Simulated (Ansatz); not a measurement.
Born–Oppenheimer molecular dynamics of a periodic cell of 28 atoms, RbBePO4 (host RbBePO4, host structure Pna2_1). It starts from an unrelaxed structure (largest force component 0.42 eV/Å).

Theory: DFT r2SCAN, scalar-relativistic, plane waves, PAW (Ansatz). Settings: accuracy low, cutoff 500 eV, k mesh 1x1x2, fermi-dirac smearing 0.05 eV, no spin polarisation.

```yaml
ensemble: NVT, Langevin thermostat
time_step: 1 fs
steps_asked: 170
set_temperature: 700 K
friction: 0.005 /fs
seed: 784072
```

Frames 2 fs apart, positions in Å.

Velocities at 140 fs (Å/ps):

```
Rb -1.63 0.15 -2.45
Rb 1.88 -1.34 -0.70
Rb 1.91 -2.14 2.05
Rb 3.66 1.45 -4.50
Be 2.10 2.31 5.99
Be -0.09 -6.57 -8.32
Be -7.05 -4.86 6.12
Be 0.70 -3.45 -3.23
P -3.77 3.85 -2.19
P -3.43 -6.74 4.04
P 0.84 -3.16 6.87
P -3.29 -2.36 0.32
O -0.73 -0.93 -0.40
O -5.43 -5.18 2.36
O 5.74 1.13 -1.92
O 3.81 7.02 1.03
O 5.91 -3.96 -2.60
O 3.31 -7.13 -6.94
O 11.51 -7.31 5.71
O -8.49 9.94 -9.87
O 1.99 2.45 -1.61
O -9.75 -3.47 5.09
O -3.02 -2.91 -1.02
O 1.12 8.97 5.38
O -4.23 2.00 -0.67
O 8.25 -5.07 -8.17
O 3.09 -1.27 11.67
O 6.09 1.68 9.84
```

```xyz
28
Lattice="8.6500 0.0000 0.0000 0.0000 8.7391 0.0000 0.0000 0.0000 5.0625" Properties=species:S:1:pos:R:3 time_fs=140 energy_less_start_eV=1.999 T=553
Rb 8.632 2.661 2.648
Rb 0.221 5.864 0.263
Rb 4.236 1.727 2.563
Rb 4.355 6.927 0.186
Be 2.702 3.519 0.009
Be 6.040 5.045 2.649
Be 7.186 0.657 -0.266
Be 1.560 7.910 2.549
P 1.565 0.536 5.121
P 7.047 7.966 2.372
P 5.952 3.486 4.984
P 2.812 5.023 2.590
O 2.479 4.108 1.433
O 6.554 4.578 4.026
O 6.444 -0.135 1.108
O 2.168 8.344 4.021
O 0.105 0.600 4.882
O 8.626 8.049 2.278
O 4.441 3.240 4.909
O 4.314 5.231 2.722
O 2.076 0.247 1.434
O 6.553 8.570 3.708
O 6.366 4.024 1.312
O 2.275 4.474 3.880
O 2.201 6.426 2.346
O 6.541 2.110 4.745
O 6.749 6.482 2.433
O 2.003 2.100 4.926
28
Lattice="8.6500 0.0000 0.0000 0.0000 8.7391 0.0000 0.0000 0.0000 5.0625" Properties=species:S:1:pos:R:3 time_fs=142 energy_less_start_eV=1.992 T=559
Rb 8.629 2.662 2.643
Rb 0.225 5.861 0.262
Rb 4.239 1.723 2.568
Rb 4.362 6.929 0.178
Be 2.710 3.522 0.020
Be 6.037 5.036 2.629
Be 7.172 0.647 -0.248
Be 1.560 7.904 2.545
P 1.559 0.547 5.117
P 7.042 7.953 2.381
P 5.954 3.480 4.998
P 2.807 5.020 2.590
O 2.477 4.107 1.434
O 6.543 4.566 4.030
O 6.456 -0.131 1.107
O 2.175 8.358 4.025
O 0.114 0.592 4.877
O 8.631 8.035 2.263
O 4.463 3.227 4.920
O 4.298 5.252 2.701
O 2.080 0.251 1.431
O 6.533 8.563 3.715
O 6.360 4.018 1.310
O 2.276 4.490 3.892
O 2.192 6.430 2.344
O 6.559 2.102 4.728
O 6.755 6.477 2.454
O 2.015 2.101 4.944
28
Lattice="8.6500 0.0000 0.0000 0.0000 8.7391 0.0000 0.0000 0.0000 5.0625" Properties=species:S:1:pos:R:3 time_fs=144 energy_less_start_eV=1.908 T=556
Rb 8.626 2.663 2.635
Rb 0.230 5.859 0.260
Rb 4.242 1.719 2.572
Rb 4.370 6.932 0.170
Be 2.720 3.519 0.029
Be 6.029 5.028 2.607
Be 7.157 0.636 -0.226
Be 1.559 7.899 2.544
P 1.557 0.562 5.112
P 7.043 7.940 2.388
P 5.953 3.474 5.013
P 2.805 5.021 2.589
O 2.472 4.107 1.437
O 6.530 4.553 4.034
O 6.468 -0.126 1.113
O 2.184 8.376 4.029
O 0.113 0.583 4.872
O 8.632 8.023 2.249
O 4.484 3.220 4.932
O 4.286 5.274 2.681
O 2.083 0.254 1.432
O 6.514 8.555 3.712
O 6.352 4.011 1.309
O 2.276 4.504 3.906
O 2.183 6.432 2.341
O 6.581 2.096 4.710
O 6.760 6.468 2.475
O 2.025 2.098 4.961
28
Lattice="8.6500 0.0000 0.0000 0.0000 8.7391 0.0000 0.0000 0.0000 5.0625" Properties=species:S:1:pos:R:3 time_fs=146 energy_less_start_eV=1.751 T=589
Rb 8.624 2.663 2.628
Rb 0.234 5.857 0.259
Rb 4.245 1.715 2.576
Rb 4.376 6.934 0.162
Be 2.732 3.506 0.036
Be 6.016 5.023 2.583
Be 7.138 0.624 -0.200
Be 1.560 7.893 2.548
P 1.561 0.582 5.106
P 7.048 7.928 2.394
P 5.952 3.468 5.027
P 2.803 5.023 2.588
O 2.466 4.104 1.440
O 6.517 4.538 4.039
O 6.480 -0.120 1.120
O 2.194 8.394 4.032
O 0.104 0.574 4.871
O 8.627 8.013 2.238
O 4.498 3.217 4.942
O 4.279 5.294 2.659
O 2.084 0.252 1.438
O 6.495 8.547 3.703
O 6.344 4.003 1.311
O 2.279 4.516 3.922
O 2.174 6.431 2.336
O 6.604 2.096 4.690
O 6.766 6.455 2.492
O 2.033 2.094 4.976
28
Lattice="8.6500 0.0000 0.0000 0.0000 8.7391 0.0000 0.0000 0.0000 5.0625" Properties=species:S:1:pos:R:3 time_fs=148 energy_less_start_eV=1.570 T=650
Rb 8.623 2.663 2.622
Rb 0.237 5.856 0.258
Rb 4.247 1.712 2.580
Rb 4.384 6.937 0.153
Be 2.748 3.491 0.038
Be 6.000 5.020 2.561
Be 7.116 0.609 -0.172
Be 1.560 7.889 2.554
P 1.567 0.605 5.100
P 7.056 7.917 2.401
P 5.952 3.462 5.038
P 2.802 5.031 2.588
O 2.457 4.100 1.443
O 6.505 4.520 4.042
O 6.489 -0.113 1.129
O 2.201 8.413 4.036
O 0.091 0.565 4.872
O 8.617 8.003 2.228
O 4.502 3.217 4.953
O 4.278 5.313 2.638
O 2.083 0.246 1.445
O 6.476 8.536 3.690
O 6.339 3.996 1.317
O 2.284 4.528 3.938
O 2.163 6.429 2.330
O 6.628 2.099 4.673
O 6.772 6.437 2.508
O 2.041 2.088 4.986
28
Lattice="8.6500 0.0000 0.0000 0.0000 8.7391 0.0000 0.0000 0.0000 5.0625" Properties=species:S:1:pos:R:3 time_fs=150 energy_less_start_eV=1.404 T=707
Rb 8.621 2.662 2.616
Rb 0.240 5.855 0.256
Rb 4.248 1.708 2.584
Rb 4.392 6.940 0.145
Be 2.769 3.475 0.035
Be 5.981 5.018 2.541
Be 7.096 0.593 -0.145
Be 1.558 7.887 2.559
P 1.575 0.628 5.092
P 7.066 7.907 2.409
P 5.954 3.454 5.048
P 2.801 5.043 2.590
O 2.446 4.094 1.445
O 6.493 4.500 4.040
O 6.500 -0.106 1.145
O 2.208 8.433 4.041
O 0.077 0.554 4.873
O 8.602 7.993 2.221
O 4.494 3.219 4.963
O 4.282 5.328 2.619
O 2.083 0.238 1.453
O 6.459 8.526 3.672
O 6.335 3.987 1.329
O 2.287 4.538 3.956
O 2.152 6.423 2.322
O 6.651 2.107 4.658
O 6.777 6.415 2.522
O 2.050 2.081 4.992
28
Lattice="8.6500 0.0000 0.0000 0.0000 8.7391 0.0000 0.0000 0.0000 5.0625" Properties=species:S:1:pos:R:3 time_fs=152 energy_less_start_eV=1.371 T=694
Rb 8.619 2.660 2.610
Rb 0.243 5.855 0.254
Rb 4.248 1.705 2.586
Rb 4.399 6.942 0.134
Be 2.791 3.459 0.029
Be 5.960 5.018 2.525
Be 7.079 0.577 -0.116
Be 1.554 7.888 2.563
P 1.581 0.651 5.085
P 7.076 7.899 2.417
P 5.958 3.446 5.054
P 2.800 5.059 2.591
O 2.433 4.088 1.448
O 6.481 4.479 4.037
O 6.508 -0.098 1.164
O 2.216 8.453 4.045
O 0.064 0.544 4.874
O 8.585 7.982 2.216
O 4.479 3.219 4.972
O 4.291 5.342 2.599
O 2.081 0.230 1.459
O 6.443 8.517 3.651
O 6.335 3.979 1.345
O 2.291 4.549 3.973
O 2.140 6.414 2.312
O 6.673 2.119 4.644
O 6.777 6.391 2.534
O 2.058 2.073 4.995
28
Lattice="8.6500 0.0000 0.0000 0.0000 8.7391 0.0000 0.0000 0.0000 5.0625" Properties=species:S:1:pos:R:3 time_fs=154 energy_less_start_eV=1.485 T=656
Rb 8.618 2.659 2.604
Rb 0.244 5.854 0.252
Rb 4.249 1.702 2.588
Rb 4.407 6.944 0.124
Be 2.818 3.445 0.022
Be 5.934 5.021 2.514
Be 7.064 0.562 -0.090
Be 1.550 7.892 2.568
P 1.585 0.670 5.080
P 7.087 7.890 2.425
P 5.962 3.437 5.056
P 2.799 5.077 2.591
O 2.420 4.081 1.455
O 6.471 4.460 4.032
O 6.511 -0.092 1.186
O 2.227 8.474 4.047
O 0.051 0.535 4.875
O 8.570 7.973 2.216
O 4.457 3.220 4.977
O 4.301 5.353 2.581
O 2.079 0.220 1.462
O 6.427 8.509 3.633
O 6.333 3.969 1.362
O 2.296 4.559 3.986
O 2.128 6.404 2.304
O 6.695 2.132 4.633
O 6.777 6.367 2.542
O 2.066 2.070 4.994
```

Of the whole run (170 fs, mean temperature of the second half 502 K): The mean temperature of the second half is 28 % below the set value. A run of 0.17 ps of so small a system gives no equilibrium averages. Limits of this set-up: coarse k mesh, low accuracy level.

The run took 15 min on 2 threads of Intel(R) Xeon(R) Platinum 8488C (Sapphire Rapids), on a shared host, peak memory 1.2 GiB.
